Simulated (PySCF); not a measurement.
# B2FH3N radical: fields and orbitals

For B2FH3N radical, the scripts below analyse its density (charges, bond critical points, surface potential) and see where an electron leaves and enters.

The runs use PySCF 2.14.0; levels as typed in each script, gas phase, geometry from GFN2-xTB.

## Step 1: The starting structure

SMILES `B[N]BF`, 7 atoms, charge 0, spin multiplicity 2.

Bond lengths: B1–N2 1.323 Å, B1–H5 1.179 Å, B1–H6 1.179 Å, N2–B3 1.366 Å, B3–F4 1.332 Å, B3–H7 1.182 Å. Angles: N2–B1–H5 120.8°, N2–B1–H6 122.7°, H5–B1–H6 116.5°, B1–N2–B3 172.8°, N2–B3–F4 121.7°, N2–B3–H7 121.7°, F4–B3–H7 116.6°.

Coordinates:

```xyz
7
B2FH3N
B    -1.93751   -0.16070    0.03683
N    -0.64175    0.09009   -0.05979
B     0.66349    0.49349   -0.07292
F     1.66535   -0.37195    0.07152
H    -2.39816   -1.14198   -0.42603
H    -2.68849    0.56507    0.58367
H     0.96084    1.62987   -0.20228
```

## Step 2: Density, bond paths and surface potential (LDA (SVWN)/cc-pvdz)

input.py reads:

```python
import numpy as np
from pyscf import gto, scf, dft
from pyscf.scf import atom_ks, atom_hf
from scipy.linalg import block_diag

def solve(mol, dm0=None, hcore=None):
    mf = (dft.UKS if mol.spin else dft.RKS)(mol, xc='svwn')
    mf.grids.level = 3
    mf = mf.density_fit(auxbasis='def2-universal-jkfit')
    mf.conv_tol, mf.max_cycle = 1e-8, 80
    if hcore is not None:
        mf.get_hcore = lambda *args: hcore
    mf.kernel(dm0)
    if not mf.converged:
        mf = mf.newton().run(mf.mo_coeff, mf.mo_occ, max_cycle=30)
    assert mf.converged, 'SCF not converged'
    return mf

mol = gto.M(atom='''
B     -1.93751    -0.16070     0.03683
N     -0.64175     0.09009    -0.05979
B      0.66349     0.49349    -0.07292
F      1.66535    -0.37195     0.07152
H     -2.39816    -1.14198    -0.42603
H     -2.68849     0.56507     0.58367
H      0.96084     1.62987    -0.20228
''', basis='cc-pvdz', charge=0, spin=1, verbose=4)
mf = solve(mol)
mf.analyze()
# spherically averaged free atoms, for the promolecule
atm = atom_ks.get_atm_nrks(mol, xc='svwn')
pro = block_diag(*[(atm[a[0]][2] * atm[a[0]][3]) @ atm[a[0]][2].T for a in mol._atom])
np.savez('result.npz', e=mf.e_tot, c=mf.mo_coeff, occ=mf.mo_occ, eps=mf.mo_energy, pro=pro, dip=mf.dip_moment(verbose=0), s2=mf.spin_square()[0])
```

On the command line:

```sh
OMP_NUM_THREADS=1 python input.py
```

## Step 4: Removing and adding an electron (PBE0/6-311+g**)

input.py reads:

```python
import numpy as np
from pyscf import gto, scf, dft
from pyscf.scf import atom_ks, atom_hf
from scipy.linalg import block_diag

def solve(mol, dm0=None, hcore=None):
    mf = (dft.UKS if mol.spin else dft.RKS)(mol, xc='pbe0')
    mf.grids.level = 3
    mf = mf.density_fit(auxbasis='def2-universal-jkfit')
    mf.conv_tol, mf.max_cycle = 1e-8, 80
    if hcore is not None:
        mf.get_hcore = lambda *args: hcore
    mf.kernel(dm0)
    if not mf.converged:
        mf = mf.newton().run(mf.mo_coeff, mf.mo_occ, max_cycle=30)
    assert mf.converged, 'SCF not converged'
    return mf

mol = gto.M(atom='''
B     -1.93751    -0.16070     0.03683
N     -0.64175     0.09009    -0.05979
B      0.66349     0.49349    -0.07292
F      1.66535    -0.37195     0.07152
H     -2.39816    -1.14198    -0.42603
H     -2.68849     0.56507     0.58367
H      0.96084     1.62987    -0.20228
''', basis='6-311+g**', charge=0, spin=1, verbose=4)
mf = solve(mol)
out = dict(e0=mf.e_tot, dm0=mf.make_rdm1(), c=mf.mo_coeff, occ=mf.mo_occ, eps=mf.mo_energy)
for name, dq, spin in [('cation', 1, 0), ('anion', -1, 0)]:
    ion = mol.copy().set(charge=mol.charge + dq, spin=spin).build()
    mi = solve(ion)
    if spin and dq > 0 and mol.nao < 130:
        c, _, stable, _ = mi.stability(return_status=True)
        if not stable:
            mi = solve(ion, mi.make_rdm1(c, mi.mo_occ))
    print(name, 'vertical energy change / eV', (mi.e_tot - mf.e_tot) * 27.211386)
    out.update({'e_' + name: mi.e_tot, 'dm_' + name: mi.make_rdm1(), 's2_' + name: mi.spin_square()[0], 'eps_' + name: mi.mo_energy, 'occ_' + name: mi.mo_occ})
# spherically averaged free atoms, for the promolecule
atm = atom_ks.get_atm_nrks(mol, xc='pbe0')
pro = block_diag(*[(atm[a[0]][2] * atm[a[0]][3]) @ atm[a[0]][2].T for a in mol._atom])
np.savez('result.npz', pro=pro, **out)
```

(Steps that only read results are left out.)

**Question.** What will these runs give? Wanted: dipole moment; HOMO, LUMO; vertical ionisation energy; vertical electron affinity.

The runs gave:

| quantity | value |
| --- | --- |
| dipole moment (LDA (SVWN)/cc-pvdz) | 1.13 D |
| HOMO, LUMO (LDA (SVWN)/cc-pvdz) | -6.53, -5.52 eV |
| vertical ionisation energy (PBE0/6-311+g**) | 10.66 eV |
| vertical electron affinity (PBE0/6-311+g**) | 2.21 eV |

In words: At LDA (SVWN)/cc-pvdz: The highest Hirshfeld charge is on B3 (+0.17 e), the lowest on N2 (−0.12 e). The ionisation energy from two SCF runs, 10.66 eV, lies 2.4 eV above −ε(HOMO) = 8.31 eV of the same level, PBE0/6-311+g**, since self-interaction lifts this functional's HOMO. All values hold at the given geometry, in the gas phase.
